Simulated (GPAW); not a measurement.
Crystal: Cd2S.

```
CELL_PARAMETERS angstrom
3.96267 0.00000 0.00000
-1.98134 3.43177 0.00000
0.00000 0.00000 5.80919
ATOMIC_POSITIONS crystal
Cd 0.33333 0.66667 0.93272
Cd 0.66667 0.33333 0.57873
S 0.33333 0.66667 0.36571
```

The cell comes from a database or a generator and needn't be the stable form of this composition.

Program: GPAW 26.7.0. Alike in all runs: no spin polarisation; cell as given; k mesh 6 × 6 × 4; smearing fermi-dirac 0.05 eV.

Order these runs on this cell by their pressure, lowest first.
A. level LDA; potentials or basis the program's PAW data sets (release 1.2.1) made for this functional, pw; cutoff (eV) 600; maxiter 150; band path GMKGALHA,LM,KH; band points 60
B. level PBEsol; potentials or basis PAW data sets generated in the run's folder for this functional, pw; cutoff (eV) 600; maxiter 150; band path GMKGALHA,LM,KH; band points 60
C. level PBE; potentials or basis GPAW PAW data sets (gpaw-data 1.2.1), pw; cutoff (eV) 450; maxiter 120; convergence default

A (-5.2 GPa), B (-3.3 GPa), C (-1.5 GPa).

Caveats: the cutoff is short for stress and forces, so pressures can be off by a GPa or more (some runs).
